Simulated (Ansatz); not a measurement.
# CH4Si (SMILES [CH][SiH3]) at U-r2SCAN/STO-3G

What is the electronic atomisation energy of CH4Si at U-r2SCAN/STO-3G? 

The results are computed with Ansatz 0.2.0.

40 further runs of the same task are left out: 40 set aside as unsound or not needed.

## (1) Starting point

CH4Si: 6 atoms, total charge 0, spin state triplet. SMILES: `[CH][SiH3]`. The shape is that of a GFN2-xTB optimisation.

Bond lengths: C1–Si2 1.808 Å, C1–H3 1.070 Å, Si2–H4 1.473 Å, Si2–H5 1.473 Å, Si2–H6 1.464 Å. Angles: C1–Si2–H4 110.4°, C1–Si2–H5 110.4°, C1–Si2–H6 109.0°, Si2–C1–H3 147.9°, H4–Si2–H5 108.7°, H4–Si2–H6 109.2°, H5–Si2–H6 109.2°.

## (2) The energy at U-r2SCAN/STO-3G

File input.yaml:

```yaml
crystal:
  periodic: [false, false, false]
  atoms:
    - {symbol: C, position_ang: [0.667310, -0.852170, 0.734600]}
    - {symbol: Si, position_ang: [-0.258900, 0.404300, -0.178590]}
    - {symbol: H, position_ang: [1.137890, -1.813490, 0.730980]}
    - {symbol: H, position_ang: [-1.544120, -0.143200, -0.644620]}
    - {symbol: H, position_ang: [0.511450, 0.860970, -1.347520]}
    - {symbol: H, position_ang: [-0.513620, 1.543590, 0.705170]}
basis:
  gaussian:
    orbitals: STO-3G
magnetization:
  spin_polarized: true
  initial_magnetization: 2
hamiltonian:
  xc: r2scan
accuracy: high
```

The run is started by

```bash
$ ansatz run input.yaml --threads 1 --pin off --max-ram 2610MiB --events-out events.jsonl --progress --plain --runs-dir runs
```

The log of the run:

```text
Warning: RAYON_NUM_THREADS=1 ignored (pool sized by the plan → 1); use --threads N
Functional definition: r2SCAN
  name "r2SCAN"
  parameter k0 = 0.174
  parameter k1 = 0.065
  parameter a1 = 4.9479
  exchange = r2scan_x(k0 = k0, k1 = k1, a1 = a1)
  correlation = r2scan_c
311 factors; integrals over basis functions are off by at most 7.9e-9 eV
mean field evaluation 1: about -8869.0329 eV, gradient 1.2e1 eV
mean field evaluation 2: about -8869.7087 eV, gradient 8.4e0 eV
mean field evaluation 4: about -8870.2097 eV, gradient 1.7e-1 eV
mean field evaluation 8: about -8870.1455 eV, gradient 2.2e-3 eV
mean field evaluation 16: about -8870.1455 eV, gradient 6.8e-7 eV
mean field -8870.14553825 eV, -325.9718361302 hartree, gradient 2.8e-8 eV, S^2 2.016236; 0 other end points of the search recorded, 0 dependent functions left out
reference -8870.14553917 eV, -325.9718361640 hartree; 13, 11 occupied and 5, 7 virtual orbitals, 311 factors
Total energy: -8870.14553917 eV, -325.9718361640 hartree
```

Wall time 4.5 s (1 thread of Arm Neoverse V1, shared host); peak memory 0.22 GiB.

## (3) The C atom

File in.yaml:

```yaml
basis:
  gaussian:
    orbitals: STO-3G
crystal:
  periodic: [false, false, false]
  atoms:
    - symbol: C
      position_ang: [0.000000, 0.000000, 0.000000]
hamiltonian:
  xc: {name: r2SCAN}
accuracy: high
magnetization:
  spin_polarized: true
  initial_magnetization: 2
```

Run the same way, it converges to -37.32969 Eh (log not shown).

## (4) The H atom

File molecule.yaml:

```yaml
crystal:
  periodic: [false, false, false]
  atoms:
    - {symbol: H, position_ang: [0.000000, 0.000000, 0.000000]}
basis:
  gaussian:
    orbitals: STO-3G
magnetization:
  spin_polarized: true
  initial_magnetization: 1
hamiltonian:
  xc: r2scan
accuracy: high
```

Run the same way, it converges to -0.46646 Eh (log not shown).

## (5) The Si atom, same level

File in.yaml:

```yaml
basis:
  gaussian:
    orbitals: STO-3G
crystal:
  periodic: [false, false, false]
  atoms:
    - {symbol: Si, position_ang: [0.000000, 0.000000, 0.000000]}
total_charge: 0
magnetization:
  spin_polarized: true
  initial_magnetization: 2
hamiltonian:
  xc: r2scan
accuracy: high
```

Run the same way, it converges to -285.91246 Eh (log not shown).

## (6) Summary of results

Level: U-r2SCAN/STO-3G.

```
                     quantity          value
       molecule: total energy  -325.97184 Eh
               molecule: ⟨S²⟩          2.016
         C atom: total energy   -37.32969 Eh
                 C atom: ⟨S²⟩          2.000
         H atom: total energy    -0.46646 Eh
                 H atom: ⟨S²⟩          0.750
        Si atom: total energy  -285.91246 Eh
                Si atom: ⟨S²⟩          2.000
electronic atomisation energy      23.506 eV
```

Taking the molecule apart into free atoms costs 23.51 eV (2268 kJ/mol), before zero-point energy and without spin-orbit coupling. In a minimal basis such a difference can be off by several eV, whatever the method.
